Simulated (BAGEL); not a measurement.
# BSiNH6O (SMILES NBO[SiH3]): PBE0/def2-SVP (density fitting with qzvpp-jkfit)

What is the energy change on altering one bond length of BSiNH6O at PBE0/def2-SVP (density fitting with qzvpp-jkfit)? 

The results are computed with BAGEL 1.2.2.

2 further runs of the same task are left out: 2 set aside as unsound or not needed.

### 1 The molecule

The species is BSiNH6O (10 atoms), meant as a singlet with charge 0. SMILES: `NBO[SiH3]`. The coordinates come from a PBE0-D4/def2-TZVP relaxation. This is one conformer, not always the lowest.

Bond lengths: N1–B2 1.395 Å, B2–O3 1.370 Å, O3–Si4 1.641 Å, N1–H5 1.003 Å, N1–H6 1.006 Å, B2–H7 1.202 Å, Si4–H8 1.485 Å, Si4–H9 1.485 Å, Si4–H10 1.487 Å. Some angles: N1–B2–O3 119.4°, B2–O3–Si4 132.6°, N1–B2–H7 119.7°, O3–B2–H7 120.9°, B2–N1–H5 122.6°, B2–N1–H6 122.7°, O3–Si4–H8 108.9°, O3–Si4–H9 108.9°, O3–Si4–H10 110.8°, H5–N1–H6 114.7°.

### 2 A single-point energy at PBE0/def2-SVP (density fitting with qzvpp-jkfit)

calc.json reads:

```json
{ "bagel" : [

{
  "title" : "molecule",
  "basis" : "svp",
  "df_basis" : "qzvpp-jkfit",
  "angstrom" : true,
  "geometry" : [
    { "atom" : "N", "xyz" : [   -1.386100,    1.603800,   -0.346500 ] },
    { "atom" : "B", "xyz" : [   -0.205000,    0.862600,   -0.300600 ] },
    { "atom" : "O", "xyz" : [   -0.228700,   -0.407700,    0.212700 ] },
    { "atom" : "Si", "xyz" : [    0.936300,   -1.545100,    0.418500 ] },
    { "atom" : "H", "xyz" : [   -1.425000,    2.537300,   -0.712000 ] },
    { "atom" : "H", "xyz" : [   -2.265800,    1.244400,   -0.015900 ] },
    { "atom" : "H", "xyz" : [    0.817400,    1.344200,   -0.710600 ] },
    { "atom" : "H", "xyz" : [    1.027100,   -1.884200,    1.861000 ] },
    { "atom" : "H", "xyz" : [    0.560400,   -2.761900,   -0.344400 ] },
    { "atom" : "H", "xyz" : [    2.252600,   -1.044600,   -0.059300 ] }
  ]
},
{ "title" : "ks", "xc_func" : "pbe0" },
{ "title" : "print", "file" : "orbitals.molden", "orbitals" : true }

]}
```

Started as:

```
$ BAGEL_NUM_THREADS=1 BAGEL calc.json > calc.out
```

Log:

```text
* using 1 threads per process

  ===============================================================
  ===============================================================

  *** Geometry ***

  { "atom" : "N", "xyz" : [     -2.619349,      3.030743,     -0.654790 ] },
  { "atom" : "B", "xyz" : [     -0.387394,      1.630078,     -0.568052 ] },
  { "atom" : "O", "xyz" : [     -0.432180,     -0.770441,      0.401945 ] },
  { "atom" : "Si", "xyz" : [      1.769351,     -2.919816,      0.790850 ] },
  { "atom" : "H", "xyz" : [     -2.692860,      4.794802,     -1.345485 ] },
  { "atom" : "H", "xyz" : [     -4.281741,      2.351575,     -0.030047 ] },
  { "atom" : "H", "xyz" : [      1.544662,      2.540170,     -1.342839 ] },
  { "atom" : "H", "xyz" : [      1.940938,     -3.560622,      3.516780 ] },
  { "atom" : "H", "xyz" : [      1.059003,     -5.219235,     -0.650822 ] },
  { "atom" : "H", "xyz" : [      4.256797,     -1.974008,     -0.112061 ] },

  Number of auxiliary basis functions:      465

  Since a DF basis is specified, we compute 2- and 3-index integrals:
    o Being stored without compression. Storage requirement is 0.030 GB

  Number of basis functions:       90
  Number of electrons      :       40

    * METHOD: MOLECULE                             0.18

  *** Kohn-Sham DFT ***

    * Removing 17720 points whose weight is below 1.00e-10
    * Grid points: 131340

  === Nuclear Repulsion ===
   154.8060623085

       - DIIS with orbital gradients will be used.

  === KS iteration (pbe0 / svp) ===
      0       -416.04642913          0.13969487           0.35
      1       -402.05221535          0.14161696           0.33
      2       -400.23676812          0.14579298           0.33
      3       -444.75288168          0.07403622           0.33
      4       -445.22270180          0.04251271           0.33
      5       -447.35374160          0.01932284           0.33
      6       -447.49665815          0.00829996           0.34
      7       -447.52834218          0.00180785           0.34
      8       -447.52967139          0.00055331           0.33
      9       -447.52978622          0.00032510           0.33
     10       -447.52981997          0.00018798           0.33
     11       -447.52983656          0.00001605           0.33
     12       -447.52983667          0.00000550           0.33
     13       -447.52983669          0.00000057           0.33
     14       -447.52983669          0.00000016           0.33
     15       -447.52983669          0.00000008           0.33
     16       -447.52983669          0.00000002           0.33
     17       -447.52983669          0.00000001           0.33
    * SCF iteration converged.

    * Permanent dipole moment:
           (    0.403390,    -0.397934,     0.074004) a.u.

    * METHOD: KS                                   6.68

    * METHOD: PRINT                                0.01

  ===============================================================
```

Run time: 7.2 s. Hardware: 1 thread of Arm Neoverse V2, shared host; peak memory 0.53 GiB.

### 3 The distorted shape, same level

dft.json reads:

```json
{ "bagel" : [

{
  "title" : "molecule",
  "basis" : "svp",
  "df_basis" : "qzvpp-jkfit",
  "angstrom" : true,
  "geometry" : [
    { "atom" : "N", "xyz" : [      -1.539497,       1.531543,      -0.284985 ] },
    { "atom" : "B", "xyz" : [      -0.358397,       0.790343,      -0.239085 ] },
    { "atom" : "O", "xyz" : [      -0.382097,      -0.479957,       0.274215 ] },
    { "atom" : "Si", "xyz" : [       0.782903,      -1.617357,       0.480015 ] },
    { "atom" : "H", "xyz" : [      -1.578397,       2.465043,      -0.650485 ] },
    { "atom" : "H", "xyz" : [      -2.419197,       1.172143,       0.045615 ] },
    { "atom" : "H", "xyz" : [       0.817400,       1.344200,      -0.710600 ] },
    { "atom" : "H", "xyz" : [       0.873703,      -1.956457,       1.922515 ] },
    { "atom" : "H", "xyz" : [       0.407003,      -2.834157,      -0.282885 ] },
    { "atom" : "H", "xyz" : [       2.099203,      -1.116857,       0.002215 ] }
  ]
},

{
  "title" : "ks",
  "xc_func" : "pbe0"
},

{
  "title" : "print",
  "file" : "orbitals.molden",
  "orbitals" : true
}

]}
```

Started as:

```
$ BAGEL_NUM_THREADS=1 BAGEL dft.json > dft.out
```

Log:

```text
* using 1 threads per process

  ===============================================================
  ===============================================================

  *** Geometry ***

  { "atom" : "N", "xyz" : [     -2.909228,      2.894197,     -0.538544 ] },
  { "atom" : "B", "xyz" : [     -0.677272,      1.493532,     -0.451805 ] },
  { "atom" : "O", "xyz" : [     -0.722059,     -0.906987,      0.518191 ] },
  { "atom" : "Si", "xyz" : [      1.479472,     -3.056362,      0.907097 ] },
  { "atom" : "H", "xyz" : [     -2.982738,      4.658256,     -1.229238 ] },
  { "atom" : "H", "xyz" : [     -4.571620,      2.215029,      0.086200 ] },
  { "atom" : "H", "xyz" : [      1.544662,      2.540170,     -1.342839 ] },
  { "atom" : "H", "xyz" : [      1.651059,     -3.697168,      3.633027 ] },
  { "atom" : "H", "xyz" : [      0.769124,     -5.355781,     -0.534575 ] },
  { "atom" : "H", "xyz" : [      3.966919,     -2.110554,      0.004186 ] },

  Number of auxiliary basis functions:      465

  Since a DF basis is specified, we compute 2- and 3-index integrals:
    o Being stored without compression. Storage requirement is 0.030 GB

  Number of basis functions:       90
  Number of electrons      :       40

    * METHOD: MOLECULE                             0.18

  *** Kohn-Sham DFT ***

    * Removing 17535 points whose weight is below 1.00e-10
    * Grid points: 131525

  === Nuclear Repulsion ===
   154.2028073001

       - DIIS with orbital gradients will be used.

  === KS iteration (pbe0 / svp) ===
      0       -415.91440769          0.13925053           0.34
      1       -405.09835520          0.13865037           0.33
      2       -398.90486033          0.15115879           0.32
      3       -444.42119228          0.07757898           0.33
      4       -447.07514696          0.02722393           0.33
      5       -447.41559918          0.01458289           0.32
      6       -447.48084205          0.00889273           0.32
      7       -447.51752699          0.00255689           0.32
      8       -447.52073596          0.00047841           0.33
      9       -447.52085482          0.00012505           0.33
     10       -447.52086183          0.00001792           0.33
     11       -447.52086197          0.00000439           0.32
     12       -447.52086197          0.00000357           0.32
     13       -447.52086198          0.00000079           0.33
     14       -447.52086198          0.00000025           0.32
     15       -447.52086198          0.00000010           0.33
     16       -447.52086198          0.00000002           0.32
     17       -447.52086198          0.00000000           0.32
    * SCF iteration converged.

    * Permanent dipole moment:
           (    0.492898,    -0.337528,     0.030827) a.u.

    * METHOD: KS                                   6.53

    * METHOD: PRINT                                0.01

  ===============================================================
```

Run time: 6.9 s. Hardware: 1 thread of Arm Neoverse V2, shared host; peak memory 0.53 GiB.

### 4 Results

Level: PBE0/def2-SVP (density fitting with qzvpp-jkfit).

| quantity | value |
| --- | --- |
| first shape: total energy | -447.52984 Eh |
| first shape: dipole moment | 1.45 D |
| first shape: HOMO energy | -7.77 eV |
| first shape: LUMO energy | 1.11 eV |
| first shape: HOMO–LUMO gap | 8.87 eV |
| distorted shape: total energy | -447.52086 Eh |
| distorted shape: dipole moment | 1.52 D |
| distorted shape: HOMO energy | -7.87 eV |
| distorted shape: LUMO energy | 1.08 eV |
| distorted shape: HOMO–LUMO gap | 8.95 eV |
| energy change with the B2–H7 bond stretched from 1.202 to 1.383 Å | 0.244 eV |

In words: With the B2–H7 bond stretched from 1.202 to 1.383 Å the energy rises by 0.24 eV (23.6 kJ/mol). The first shape isn't relaxed at this level, so the change isn't measured from a minimum.
